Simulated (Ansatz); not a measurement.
Crystal: BiTe.

```xyz
2
Lattice="2.4227 1.3988 3.3173 -2.4227 1.3988 3.3173 0.0000 -2.7975 3.3173" Properties=species:S:1:pos:R:3 pbc="T T T"
Bi    0.0000    0.0000    4.9759
Te    0.0000    0.0000    0.0000
```

The cell comes from a database or a generator and needn't be the stable form of this composition.

Base run:

* Program: Ansatz 0.2.0
* Functional: PBEsol
* Potentials or basis: Ansatz PAW
* Cutoff: 420 eV (not typed: the program's choice for these potentials)
* k mesh: 7 × 7 × 7
* Occupations: fermi-dirac, width 0.05 eV
* Spin: spin-orbit coupling, no magnetisation

Its results: band gap on the k mesh none (metal or under the smearing width); pressure -1.2 GPa.

**Question.** The run is repeated on the same cell with these changes: spin from spin-orbit coupling, no magnetisation to no spin polarisation; potential files from those of the base run to others of the same set. What comes out?

**Answer.** Band gap on the k mesh none (metal or under the smearing width); pressure -2.3 GPa.

Caveats: the PAW data sets come from PBE, with cores solved anew for the run's functional, which leaves a small shift of forces and pressure; spin-orbit coupling is left out, which moves the levels of the heavy elements (some runs).
